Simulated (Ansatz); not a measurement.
# UHF/3-21G run of SiH2SeCl (SMILES Cl[SiH][SeH])

What is the energy change on altering one bond length of SiH2SeCl at UHF/3-21G? 

The calculation is run with Ansatz 0.2.0.

69 further runs of the same task are left out: 69 set aside as unsound or not needed. Runs told in other sessions of the task aren't counted.

**1. Starting point**

The species is SiH2SeCl (5 atoms), meant as a doublet with charge 0. SMILES: `Cl[SiH][SeH]`. The coordinates come from a PBE0-D4/def2-TZVP relaxation. This is one conformer, not always the lowest.

Bond lengths: Cl1–Si2 2.061 Å, Si2–Se3 2.266 Å, Si2–H4 1.489 Å, Se3–H5 1.469 Å. Angles: Cl1–Si2–Se3 113.7°, Cl1–Si2–H4 107.9°, Se3–Si2–H4 104.8°, Si2–Se3–H5 93.1°.

**2. A single-point energy at UHF/3-21G**

The input, job.yaml:

```yaml
crystal:
  periodic: [false, false, false]
  atoms:
    - {symbol: Cl, position_ang: [-2.098500, -0.286100, 0.143900]}
    - {symbol: Si, position_ang: [-0.121800, -0.761200, -0.193900]}
    - {symbol: Se, position_ang: [1.300800, 0.972900, 0.128200]}
    - {symbol: H, position_ang: [0.283800, -1.778100, 0.815900]}
    - {symbol: H, position_ang: [0.685700, 1.778800, -0.935500]}
basis:
  gaussian: {orbitals: 3-21G-spherical.json}
hamiltonian: {xc: hf}
magnetization: {spin_polarized: true, initial_magnetization: 1}
output: {orbitals: {seedname: orbitals}}
accuracy: high
```

The basis set 3-21G is read from a file made from the Basis Set Exchange's data (not shown).

Launch:

```console
$ ansatz run job.yaml --threads 1 --pin off --max-ram 2610MiB --events-out events.jsonl --progress --plain --runs-dir runs
```

Standard output:

```text
Warning: RAYON_NUM_THREADS=1 ignored (pool sized by the plan → 1); use --threads N
Functional definition: HF
  name "HF"
  exchange = exact_x
  correlation = 0
983 factors; integrals over basis functions are off by at most 3.9e-9 eV
mean field evaluation 1: about -85288.6810 eV, gradient 1.0e1 eV
mean field evaluation 2: about -85288.6933 eV, gradient 1.0e1 eV
mean field evaluation 4: about -85289.7420 eV, gradient 1.2e0 eV
mean field evaluation 8: about -85289.7808 eV, gradient 7.0e-4 eV
mean field -85289.78096006 eV, -3134.3416387921 hartree, gradient 1.4e-8 eV, S^2 0.754466; 0 other end points of the search recorded, 0 dependent functions left out
reference -85289.78096006 eV, -3134.3416387921 hartree; 34, 33 occupied and 18, 19 virtual orbitals, 983 factors
Total energy: -85289.78096006 eV, -3134.3416387921 hartree
```

Run time: 0.88 s. Hardware: 1 thread of Intel Xeon 6975P-C (Granite Rapids), shared host; peak memory 0.17 GiB.

**3. The distorted shape at the same level**

The input, input.yaml:

```yaml
crystal:
  periodic: [false, false, false]
  atoms:
    - {symbol: Cl, position_ang: [-3.679898, 0.093989, 0.414147]}
    - {symbol: Si, position_ang: [-0.121800, -0.761200, -0.193900]}
    - {symbol: Se, position_ang: [1.300800, 0.972900, 0.128200]}
    - {symbol: H, position_ang: [0.283800, -1.778100, 0.815900]}
    - {symbol: H, position_ang: [0.685700, 1.778800, -0.935500]}
basis:
  gaussian: {orbitals: 3-21G-spherical.json}
magnetization: {spin_polarized: true, initial_magnetization: 1}
hamiltonian: {xc: hf}
accuracy: high
output: {orbitals: {seedname: orbitals}}
```

The basis set 3-21G is read from a file made from the Basis Set Exchange's data (not shown).

Launch:

```console
$ ansatz run input.yaml --threads 1 --pin off --max-ram 2610MiB --events-out events.jsonl --progress --plain --runs-dir runs
```

Standard output, cut to the lines that bear on the results:

```text
Warning: RAYON_NUM_THREADS=1 ignored (pool sized by the plan → 1); use --threads N
Functional definition: HF
  name "HF"
[...]
930 factors; integrals over basis functions are off by at most 6.4e-9 eV
[...]
mean field -85288.05998504 eV, -3134.2783941269 hartree, gradient 4.5e-8 eV, S^2 0.927756; 4 other end points of the search recorded, 0 dependent functions left out
reference -85288.05998504 eV, -3134.2783941269 hartree; 34, 33 occupied and 18, 19 virtual orbitals, 930 factors
Total energy: -85288.05998504 eV, -3134.2783941269 hartree
```

It took 3.6 s on 1 thread of Intel Xeon 6975P-C (Granite Rapids), shared host; peak memory 0.18 GiB.

**4. Summary of results**

Level: UHF/3-21G.

| quantity | value |
| --- | --- |
| first shape: total energy | -3134.34164 Eh |
| first shape: HOMO energy (highest over α and β) | -9.24 eV |
| first shape: LUMO energy (lowest over α and β) | 0.03 eV |
| first shape: ⟨S²⟩ | 0.754 |
| distorted shape: total energy | -3134.27839 Eh |
| distorted shape: HOMO energy (highest over α and β) | -8.93 eV |
| distorted shape: LUMO energy (lowest over α and β) | -1.27 eV |
| distorted shape: ⟨S²⟩ | 0.928 |
| energy change with the Cl1–Si2 bond stretched from 2.061 to 3.710 Å | 1.721 eV |

With the Cl1–Si2 bond stretched from 2.061 to 3.710 Å the energy rises by 1.72 eV (40 kcal/mol). The first shape isn't relaxed at this level, so the change isn't measured from a minimum. ⟨S²⟩ (distorted shape) is 0.93 where a pure doublet has 0.75: the reference is spin-contaminated.
